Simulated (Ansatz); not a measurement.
**GeH2O + H2S: a complex and its separated parts**

Aim: how far the complex at one end of a reaction step lies below its separated, relaxed parts, level by level.

Computed with Ansatz 0.2.0, Gaussian basis. Level: PBE0-D4/def2-TZVP structures, single points in def2-TZVPP, no counterpoise correction.

Levels: SPW92, PBE-D4, BLYP-D4, r2SCAN-D4, B97M-V, PBE0-D4, B3LYP-D4, r2SCAN0-D4, BHLYP-D4, CAM-B3LYP-D4, wB97X-V, wB97M-V, B2PLYP, PBE-QIDH, RPA on PBE, Hartree-Fock, MP2, CCSD, CCSD(T).

Correlated methods freeze the cores. Filled d shells of the heavier atoms are correlated. B3LYP uses VWN-RPA correlation. B2PLYP carries no dispersion term here.

57 further runs of the same task are left out: 1 that didn't finish, 56 set aside as unsound or not needed.

## Step 1: Starting geometry

The complex: 7 atoms, charge 0, spin multiplicity 1.

Atoms are counted from 1 here; the program's logs count them from 0.

Bond lengths: Ge1–S2 2.693 Å, Ge1–O3 1.646 Å, Ge1–H5 1.548 Å, Ge1–H6 1.548 Å, S2–H4 1.345 Å, S2–H7 1.345 Å. Angles: S2–Ge1–O3 98.4°, S2–Ge1–H5 92.9°, S2–Ge1–H6 92.9°, O3–Ge1–H5 123.6°, O3–Ge1–H6 123.6°, H5–Ge1–H6 110.6°, Ge1–S2–H4 86.5°, Ge1–S2–H7 86.7°, H4–S2–H7 91.7°.

Coordinates:

| atom | x (Å) | y (Å) | z (Å) |
| --- | --- | --- | --- |
| Ge1 | -0.6457 | 0.2353 | 0.8634 |
| S2 | 1.3514 | -0.0355 | -0.9225 |
| O3 | -1.8206 | -0.5612 | 0.0306 |
| H4 | 0.4530 | 0.3193 | -1.8581 |
| H5 | -0.5127 | 1.7771 | 0.8945 |
| H6 | 0.1821 | -0.4064 | 2.0031 |
| H7 | 0.9926 | -1.3285 | -1.0110 |

Its parts: GeH2O holds atoms 1, 3, 5, 6; H2S holds atoms 2, 4, 7. Each part counts its atoms afresh in its own runs.

## Step 2: Relaxing GeH2O alone

File relax-a/in.yaml:

```yaml
crystal:
  periodic: [false, false, false]
  atoms:
    - {symbol: Ge, position_ang: [-0.645710, 0.235295, 0.863383]}
    - {symbol: O, position_ang: [-1.820643, -0.561208, 0.030629]}
    - {symbol: H, position_ang: [-0.512682, 1.777109, 0.894490]}
    - {symbol: H, position_ang: [0.182054, -0.406388, 2.003110]}
basis:
  gaussian: {orbitals: def2-TZVP}
hamiltonian: {xc: pbe0, dispersion: d4}
relax: {f_tol: 0.005, max_steps: 200}
```

Started as:

```sh
ansatz run in.yaml --threads 2 --pin off --events-out ev --progress --plain --max-ram 4352MiB
```

The program printed (excerpt; [...] marks lines left out):

```text
Functional definition: PBE0
  name "PBE0"
  cite "Adamo & Barone, J. Chem. Phys. 110, 6158 (1999) doi:10.1063/1.478522"
  cite "Perdew, Burke & Ernzerhof, Phys. Rev. Lett. 77, 3865 (1996) doi:10.1103/PhysRevLett.77.3865"
  parent pbe
[...]
640 factors; their error is unknown
[...]
mean field -58587.88234583 eV, -2153.0649639163 hartree, gradient 7.1e-5 eV, S^2 0.000000; 0 other end points of the search recorded, 0 dependent functions left out
[...]
reference -58587.88236788 eV, -2153.0649647265 hartree; 21, 21 occupied and 70, 70 virtual orbitals, 640 factors
[...]
640 factors; their error is unknown
mean field -58587.93863948 eV, -2153.0670326697 hartree, gradient 1.1e-5 eV, S^2 0.000000; 1 other end points of the search recorded, 0 dependent functions left out
[...]
reference -58587.93866127 eV, -2153.0670334704 hartree; 21, 21 occupied and 70, 70 virtual orbitals, 640 factors
Total energy: -58587.97594620 eV, -2153.0684036665 hartree
Atom 0 at    -0.710226     0.252894     0.938421 Å, force     0.000657     0.000686     0.000909 eV/Å
Atom 1 at    -1.784721    -0.557712     0.015119 Å, force     0.002149     0.001561     0.001728 eV/Å
Atom 2 at    -0.502130     1.778429     0.858733 Å, force    -0.001178    -0.001841    -0.000957 eV/Å
Atom 3 at     0.200095    -0.428803     1.979339 Å, force    -0.001628    -0.000406    -0.001680 eV/Å
Dipole moment:     0.536861     0.405004     0.461304 e Å
```

Run time: 4.3 s. Hardware: 2 threads of Intel Xeon Platinum 8375C at 2.90GHz, shared host.

Along the way: (the energy doesn't fall at every step)

| step | energy from step 1 (eV) | largest force component (eV/Å) |
| --- | --- | --- |
| 1 | 0.0000 | 0.8116 |
| 2 | 0.0050 | 0.9872 |
| 3 | -0.0549 | 0.2637 |
| 4 | -0.0562 | 0.0647 |
| 5 | -0.0564 | 0.0021 |

Distances of close pairs at the start and the end, largest changes first:

| bond | before (Å) | after (Å) | change (Å) |
| --- | --- | --- | --- |
| Ge1–O2 | 1.646 | 1.632 | -0.014 |
| Ge1–H4 | 1.548 | 1.542 | -0.006 |
| Ge1–H3 | 1.548 | 1.542 | -0.006 |

## Step 3: Relaxing H2S alone

File relax-b/in.yaml:

```yaml
crystal:
  periodic: [false, false, false]
  atoms:
    - {symbol: S, position_ang: [1.351444, -0.035524, -0.922522]}
    - {symbol: H, position_ang: [0.453002, 0.319276, -1.858086]}
    - {symbol: H, position_ang: [0.992635, -1.328459, -1.011005]}
basis:
  gaussian: {orbitals: def2-TZVP}
hamiltonian: {xc: pbe0, dispersion: d4}
relax: {f_tol: 0.005, max_steps: 200}
```

Started as:

```sh
ansatz run in.yaml --threads 2 --pin off --events-out ev --progress --plain --max-ram 4352MiB
```

The program printed (excerpt; [...] marks lines left out):

```text
[... 5 set-up lines as earlier in the session ...]
[...]
359 factors; their error is unknown
[...]
mean field -10864.44990775 eV, -399.2611699211 hartree, gradient 4.9e-5 eV, S^2 0.000000; 0 other end points of the search recorded, 0 dependent functions left out
[...]
reference -10864.45047964 eV, -399.2611909378 hartree; 9, 9 occupied and 40, 40 virtual orbitals, 359 factors
Total energy: -10864.46265913 eV, -399.2616385256 hartree
Atom 0 at     1.348057    -0.038036    -0.925284 Å, force     0.000960     0.000708     0.000784 eV/Å
Atom 1 at     0.453988     0.322711    -1.857820 Å, force    -0.000763     0.000499    -0.000834 eV/Å
Atom 2 at     0.995036    -1.329381    -1.008510 Å, force    -0.000198    -0.001207     0.000050 eV/Å
Dipole moment:    -0.162428    -0.121206    -0.132299 e Å
```

Run time: 0.85 s. Hardware: 2 threads of Intel Xeon Platinum 8375C at 2.90GHz, shared host.

Along the way:

| step | energy from step 1 (eV) | largest force component (eV/Å) |
| --- | --- | --- |
| 1 | 0.0000 | 0.1138 |
| 2 | -0.0005 | 0.0377 |
| 3 | -0.0005 | 0.0012 |

Distances of close pairs at the start and the end, largest changes first:

| bond | before (Å) | after (Å) | change (Å) |
| --- | --- | --- | --- |
| S1–H2 | 1.345 | 1.341 | -0.003 |
| S1–H3 | 1.345 | 1.341 | -0.003 |

## Step 4: SPW92/def2-TZVPP

File parta/in.yaml:

```yaml
crystal:
  periodic: [false, false, false]
  atoms:
    - {symbol: Ge, position_ang: [-0.710226, 0.252894, 0.938421]}
    - {symbol: O, position_ang: [-1.784721, -0.557712, 0.015119]}
    - {symbol: H, position_ang: [-0.502130, 1.778429, 0.858733]}
    - {symbol: H, position_ang: [0.200095, -0.428803, 1.979339]}
basis:
  gaussian: {orbitals: def2-TZVPP}
hamiltonian: {xc: lda}
```

File partb/in.yaml:

```yaml
crystal:
  periodic: [false, false, false]
  atoms:
    - {symbol: S, position_ang: [1.348057, -0.038036, -0.925284]}
    - {symbol: H, position_ang: [0.453988, 0.322711, -1.857820]}
    - {symbol: H, position_ang: [0.995036, -1.329381, -1.008510]}
basis:
  gaussian: {orbitals: def2-TZVPP}
hamiltonian: {xc: lda}
```

Each run has its own folder and the same command.

Started as:

```sh
ansatz run in.yaml --threads 2 --pin off --events-out ev --progress --plain --max-ram 4352MiB
```

Log of parta (excerpt; [...] marks lines left out):

```text
Functional definition: SPW92
  name "SPW92"
  cite "Dirac, Proc. Camb. Phil. Soc. 26, 376 (1930) doi:10.1017/S0305004100016108"
  cite "Slater, Phys. Rev. 81, 385 (1951) doi:10.1103/PhysRev.81.385"
  cite "Perdew & Wang, Phys. Rev. B 45, 13244 (1992) doi:10.1103/PhysRevB.45.13244"
[...]
627 factors; their error is unknown
[...]
mean field -58496.49161503 eV, -2149.7064165063 hartree, gradient 4.1e-5 eV, S^2 0.000000; 0 other end points of the search recorded, 0 dependent functions left out
reference -58496.49164151 eV, -2149.7064174794 hartree; 21, 21 occupied and 86, 86 virtual orbitals, 627 factors
Total energy: -58496.49164151 eV, -2149.7064174794 hartree
```

partb printed (excerpt; [...] marks lines left out):

```text
[... 5 set-up lines as earlier in the session ...]
[...]
402 factors; their error is unknown
[...]
mean field -10830.30342814 eV, -398.0063099408 hartree, gradient 1.5e-5 eV, S^2 0.000000; 0 other end points of the search recorded, 0 dependent functions left out
reference -10830.30344898 eV, -398.0063107067 hartree; 9, 9 occupied and 61, 61 virtual orbitals, 402 factors
Total energy: -10830.30344898 eV, -398.0063107067 hartree
```

Times: 0.35 s (parta), 0.15 s (partb) on 2 threads of Intel Xeon Platinum 8375C at 2.90GHz, shared host.

## Step 5: PBE-D4/def2-TZVPP

Each input of step 4 (parta, partb) changes in the same lines:

```diff
-hamiltonian: {xc: lda}
+hamiltonian: {xc: pbe, dispersion: d4}
```

One command serves all of them, each in its own folder.

Started as:

```sh
ansatz run in.yaml --threads 2 --pin off --events-out ev --progress --plain --max-ram 4352MiB
```

Output in parta (excerpt; [...] marks lines left out):

```text
Functional definition: PBE
  name "PBE"
[... 2 set-up lines as earlier in the session ...]
[...]
627 factors; their error is unknown
[...]
mean field -58586.78096165 eV, -2153.0244887941 hartree, gradient 3.0e-5 eV, S^2 0.000000; 0 other end points of the search recorded, 0 dependent functions left out
reference -58586.78098988 eV, -2153.0244898318 hartree; 21, 21 occupied and 86, 86 virtual orbitals, 627 factors
Total energy: -58586.82614100 eV, -2153.0261491046 hartree
```

Output in partb (excerpt; [...] marks lines left out):

```text
[... 4 set-up lines as earlier in the session ...]
[...]
402 factors; their error is unknown
[...]
mean field -10863.54267237 eV, -399.2278296358 hartree, gradient 3.3e-5 eV, S^2 0.000000; 0 other end points of the search recorded, 0 dependent functions left out
reference -10863.54269462 eV, -399.2278304535 hartree; 9, 9 occupied and 61, 61 virtual orbitals, 402 factors
Total energy: -10863.55773136 eV, -399.2283830438 hartree
```

Wall times: 0.5 s (parta), 0.25 s (partb) on 2 threads of Intel Xeon Platinum 8375C at 2.90GHz, shared host.

## Step 6: BLYP-D4/def2-TZVPP

The same edit goes into each in.yaml of step 5 (parta, partb):

```diff
-hamiltonian: {xc: pbe, dispersion: d4}
+hamiltonian: {xc: {name: BLYP}, dispersion: d4}
```

The same command starts each run, in its folder.

Started as:

```sh
ansatz run in.yaml --threads 2 --pin off --events-out ev --progress --plain --max-ram 4352MiB
```

Log of parta (excerpt; [...] marks lines left out):

```text
Functional definition: BLYP
  name "BLYP"
  cite "Becke, Phys. Rev. A 38, 3098 (1988) doi:10.1103/PhysRevA.38.3098"
  cite "Lee, Yang & Parr, Phys. Rev. B 37, 785 (1988) doi:10.1103/PhysRevB.37.785"
[...]
627 factors; their error is unknown
[...]
mean field -58598.90310286 eV, -2153.4699692669 hartree, gradient 4.9e-5 eV, S^2 0.000000; 0 other end points of the search recorded, 0 dependent functions left out
reference -58598.90335691 eV, -2153.4699786031 hartree; 21, 21 occupied and 86, 86 virtual orbitals, 627 factors
Total energy: -58599.00556672 eV, -2153.4737347443 hartree
```

Log of partb (excerpt; [...] marks lines left out):

```text
[... 4 set-up lines as earlier in the session ...]
[...]
402 factors; their error is unknown
[...]
mean field -10868.21004256 eV, -399.3993523268 hartree, gradient 2.3e-5 eV, S^2 0.000000; 0 other end points of the search recorded, 0 dependent functions left out
reference -10868.21025642 eV, -399.3993601860 hartree; 9, 9 occupied and 61, 61 virtual orbitals, 402 factors
Total energy: -10868.24594843 eV, -399.4006718432 hartree
```

They took 0.5 s (parta), 0.25 s (partb) on 2 threads of Intel Xeon Platinum 8375C at 2.90GHz, shared host.

## Step 7: r2SCAN-D4/def2-TZVPP

Each input of step 6 (parta, partb) changes in the same lines:

```diff
-hamiltonian: {xc: {name: BLYP}, dispersion: d4}
+hamiltonian: {xc: r2scan, dispersion: d4}
```

One command serves all of them, each in its own folder.

Started as:

```sh
ansatz run in.yaml --threads 2 --pin off --events-out ev --progress --plain --max-ram 4352MiB
```

Log of parta (excerpt; [...] marks lines left out):

```text
Functional definition: r2SCAN
  name "r2SCAN"
  cite "Furness, Kaplan, Ning, Perdew & Sun, J. Phys. Chem. Lett. 11, 8208 (2020) doi:10.1021/acs.jpclett.0c02405"
  cite "Furness, Kaplan, Ning, Perdew & Sun, J. Phys. Chem. Lett. 11, 9248 (2020) doi:10.1021/acs.jpclett.0c03077"
  parent r2scan
[...]
627 factors; their error is unknown
[...]
mean field -58596.13945304 eV, -2153.3684070094 hartree, gradient 5.0e-5 eV, S^2 0.000000; 0 other end points of the search recorded, 0 dependent functions left out
reference -58596.13946077 eV, -2153.3684072936 hartree; 21, 21 occupied and 86, 86 virtual orbitals, 627 factors
Total energy: -58596.14920862 eV, -2153.3687655205 hartree
```

Output in partb (excerpt; [...] marks lines left out):

```text
[... 5 set-up lines as earlier in the session ...]
[...]
402 factors; their error is unknown
[...]
mean field -10867.52470774 eV, -399.3741667367 hartree, gradient 2.2e-5 eV, S^2 0.000000; 0 other end points of the search recorded, 0 dependent functions left out
reference -10867.52471444 eV, -399.3741669827 hartree; 9, 9 occupied and 61, 61 virtual orbitals, 402 factors
Total energy: -10867.52806270 eV, -399.3742900291 hartree
```

They took 1.1 s (parta), 0.5 s (partb) on 2 threads of Intel Xeon Platinum 8375C at 2.90GHz, shared host.

## Step 8: B97M-V/def2-TZVPP

Each input of step 7 (parta, partb) changes in the same lines:

```diff
-hamiltonian: {xc: r2scan, dispersion: d4}
+hamiltonian: {xc: {name: B97M-V}}
```

The same command starts each run, in its folder.

Started as:

```sh
ansatz run in.yaml --threads 2 --pin off --events-out ev --progress --plain --max-ram 4352MiB
```

Log of parta (excerpt; [...] marks lines left out):

```text
Functional definition: B97M-V
  name "B97M-V"
  cite "Mardirossian & Head-Gordon, J. Chem. Phys. 142, 074111 (2015) doi:10.1063/1.4907719"
  cite "Becke, J. Chem. Phys. 107, 8554 (1997) doi:10.1063/1.475007"
  cite "Vydrov & Van Voorhis, J. Chem. Phys. 133, 244103 (2010) doi:10.1063/1.3521275"
  # Of w^i u^j: cxij and so on, Table III.
[...]
  gx(w, u) = cx00 + cx01*u + cx02*u^2 + (cx10 + cx11*u)*w
[...]
  gos(w, u) = cos00 + cos01*u + cos03*u^3 + cos10*w + cos32*w^3*u^2
[...]
      + integral(e_c_pw_mod_opposite_spin*gos(b97_w_opposite, b97_u_opposite)) + vv10(b, c)
627 factors; their error is unknown
[...]
mean field -58586.25948888 eV, -2153.0053250234 hartree, gradient 3.5e-5 eV, S^2 0.000000; 0 other end points of the search recorded, 0 dependent functions left out
reference -58586.25952968 eV, -2153.0053265228 hartree; 21, 21 occupied and 86, 86 virtual orbitals, 627 factors
Total energy: -58586.25952968 eV, -2153.0053265228 hartree
```

Output in partb (excerpt; [...] marks lines left out):

```text
[... 5 set-up lines as earlier in the session ...]
  # Of w^i u^j: cxij and so on, Table III.
[...]
  gx(w, u) = cx00 + cx01*u + cx02*u^2 + (cx10 + cx11*u)*w
[...]
  gos(w, u) = cos00 + cos01*u + cos03*u^3 + cos10*w + cos32*w^3*u^2
[...]
      + integral(e_c_pw_mod_opposite_spin*gos(b97_w_opposite, b97_u_opposite)) + vv10(b, c)
402 factors; their error is unknown
[...]
mean field -10865.55702586 eV, -399.3018557613 hartree, gradient 2.2e-5 eV, S^2 0.000000; 0 other end points of the search recorded, 0 dependent functions left out
reference -10865.55706051 eV, -399.3018570346 hartree; 9, 9 occupied and 61, 61 virtual orbitals, 402 factors
Total energy: -10865.55706051 eV, -399.3018570346 hartree
```

They took 1.9 s (parta), 0.85 s (partb) on 2 threads of Intel Xeon Platinum 8375C at 2.90GHz, shared host.

## Step 9: PBE0-D4/def2-TZVPP

Each input of step 8 (parta, partb) changes in the same lines:

```diff
-hamiltonian: {xc: {name: B97M-V}}
+hamiltonian: {xc: pbe0, dispersion: d4}
+output: {orbitals: {seedname: orbitals}}
```

The same command starts each run, in its folder.

Started as:

```sh
ansatz run in.yaml --threads 2 --pin off --events-out ev --progress --plain --max-ram 4352MiB
```

parta printed (excerpt; [...] marks lines left out):

```text
[... 5 set-up lines as earlier in the session ...]
[...]
670 factors; their error is unknown
[...]
mean field -58587.95206516 eV, -2153.0675260543 hartree, gradient 5.1e-5 eV, S^2 0.000000; 0 other end points of the search recorded, 0 dependent functions left out
reference -58587.95208690 eV, -2153.0675268532 hartree; 21, 21 occupied and 86, 86 virtual orbitals, 670 factors
Total energy: -58587.98937184 eV, -2153.0688970495 hartree
```

partb printed (excerpt; [...] marks lines left out):

```text
[... 5 set-up lines as earlier in the session ...]
[...]
433 factors; their error is unknown
[...]
mean field -10864.48423394 eV, -399.2624313853 hartree, gradient 4.8e-6 eV, S^2 0.000000; 0 other end points of the search recorded, 0 dependent functions left out
reference -10864.48425056 eV, -399.2624319960 hartree; 9, 9 occupied and 61, 61 virtual orbitals, 433 factors
Total energy: -10864.49643004 eV, -399.2628795838 hartree
```

They took 0.65 s (parta), 0.25 s (partb) on 2 threads of Intel Xeon Platinum 8375C at 2.90GHz, shared host.

## Step 10: B3LYP-D4/def2-TZVPP

The same edit goes into each in.yaml of step 9 (parta, partb):

```diff
-hamiltonian: {xc: pbe0, dispersion: d4}
-output: {orbitals: {seedname: orbitals}}
+hamiltonian: {xc: {name: B3LYP}, dispersion: d4}
```

The same command starts each run, in its folder.

Started as:

```sh
ansatz run in.yaml --threads 2 --pin off --events-out ev --progress --plain --max-ram 4352MiB
```

parta printed (excerpt; [...] marks lines left out):

```text
Functional definition: B3LYP
  name "B3LYP"
  cite "Stephens, Devlin, Chabalowski & Frisch, J. Phys. Chem. 98, 11623 (1994) doi:10.1021/j100096a001"
[... 2 set-up lines as earlier in the session ...]
  cite "Vosko, Wilk & Nusair, Can. J. Phys. 58, 1200 (1980) doi:10.1139/p80-159"
[...]
658 factors; their error is unknown
[...]
mean field -58598.74718576 eV, -2153.4642394193 hartree, gradient 8.2e-5 eV, S^2 0.000000; 0 other end points of the search recorded, 0 dependent functions left out
reference -58598.74737922 eV, -2153.4642465289 hartree; 21, 21 occupied and 86, 86 virtual orbitals, 658 factors
Total energy: -58598.82149886 eV, -2153.4669703755 hartree
```

partb printed (excerpt; [...] marks lines left out):

```text
[... 6 set-up lines as earlier in the session ...]
[...]
414 factors; their error is unknown
[...]
mean field -10868.95565692 eV, -399.4267531490 hartree, gradient 4.0e-6 eV, S^2 0.000000; 0 other end points of the search recorded, 0 dependent functions left out
reference -10868.95581464 eV, -399.4267589451 hartree; 9, 9 occupied and 61, 61 virtual orbitals, 414 factors
Total energy: -10868.98024978 eV, -399.4276569200 hartree
```

They took 0.65 s (parta), 0.3 s (partb) on 2 threads of Intel Xeon Platinum 8375C at 2.90GHz, shared host.

## Step 11: r2SCAN0-D4/def2-TZVPP

Each input of step 10 (parta, partb) changes in the same lines:

```diff
-hamiltonian: {xc: {name: B3LYP}, dispersion: d4}
+hamiltonian: {xc: {name: r2SCAN0}, dispersion: d4}
```

One command serves all of them, each in its own folder.

Started as:

```sh
ansatz run in.yaml --threads 2 --pin off --events-out ev --progress --plain --max-ram 4352MiB
```

Log of parta (excerpt; [...] marks lines left out):

```text
Functional definition: r2SCAN0
  name "r2SCAN0"
  cite "Bursch, Neugebauer, Ehlert & Grimme, J. Chem. Phys. 156, 134105 (2022) doi:10.1063/5.0086040"
[... 3 set-up lines as earlier in the session ...]
[...]
670 factors; their error is unknown
[...]
mean field -58595.07656542 eV, -2153.3293466098 hartree, gradient 7.2e-5 eV, S^2 0.000000; 0 other end points of the search recorded, 0 dependent functions left out
reference -58595.07657161 eV, -2153.3293468372 hartree; 21, 21 occupied and 86, 86 virtual orbitals, 670 factors
Total energy: -58595.08822013 eV, -2153.3297749127 hartree
```

Output in partb (excerpt; [...] marks lines left out):

```text
[... 6 set-up lines as earlier in the session ...]
[...]
433 factors; their error is unknown
[...]
mean field -10867.41046375 eV, -399.3699683475 hartree, gradient 1.2e-5 eV, S^2 0.000000; 0 other end points of the search recorded, 0 dependent functions left out
reference -10867.41046909 eV, -399.3699685438 hartree; 9, 9 occupied and 61, 61 virtual orbitals, 433 factors
Total energy: -10867.41432714 eV, -399.3701103242 hartree
```

Wall times: 1.1 s (parta), 0.5 s (partb) on 2 threads of Intel Xeon Platinum 8375C at 2.90GHz, shared host.

## Step 12: BHLYP-D4/def2-TZVPP

The same edit goes into each in.yaml of step 11 (parta, partb):

```diff
-hamiltonian: {xc: {name: r2SCAN0}, dispersion: d4}
+hamiltonian: {xc: {name: BHLYP}, dispersion: d4}
```

Each run has its own folder and the same command.

Started as:

```sh
ansatz run in.yaml --threads 2 --pin off --events-out ev --progress --plain --max-ram 4352MiB
```

Output in parta (excerpt; [...] marks lines left out):

```text
Functional definition: BHLYP
  name "BHLYP"
  cite "Becke, J. Chem. Phys. 98, 1372 (1993) doi:10.1063/1.464304"
[... 2 set-up lines as earlier in the session ...]
[...]
755 factors; their error is unknown
[...]
mean field -58595.60563902 eV, -2153.3487897059 hartree, gradient 2.5e-5 eV, S^2 0.000000; 0 other end points of the search recorded, 0 dependent functions left out
reference -58595.60577241 eV, -2153.3487946079 hartree; 21, 21 occupied and 86, 86 virtual orbitals, 755 factors
Total energy: -58595.66319527 eV, -2153.3509048591 hartree
```

Output in partb (excerpt; [...] marks lines left out):

```text
[... 5 set-up lines as earlier in the session ...]
[...]
453 factors; their error is unknown
[...]
mean field -10868.25163894 eV, -399.4008809657 hartree, gradient 1.3e-5 eV, S^2 0.000000; 0 other end points of the search recorded, 0 dependent functions left out
reference -10868.25174564 eV, -399.4008848868 hartree; 9, 9 occupied and 61, 61 virtual orbitals, 453 factors
Total energy: -10868.26807275 eV, -399.4014848967 hartree
```

Wall times: 0.75 s (parta), 0.25 s (partb) on 2 threads of Intel Xeon Platinum 8375C at 2.90GHz, shared host.

[end of part 1 of 2]
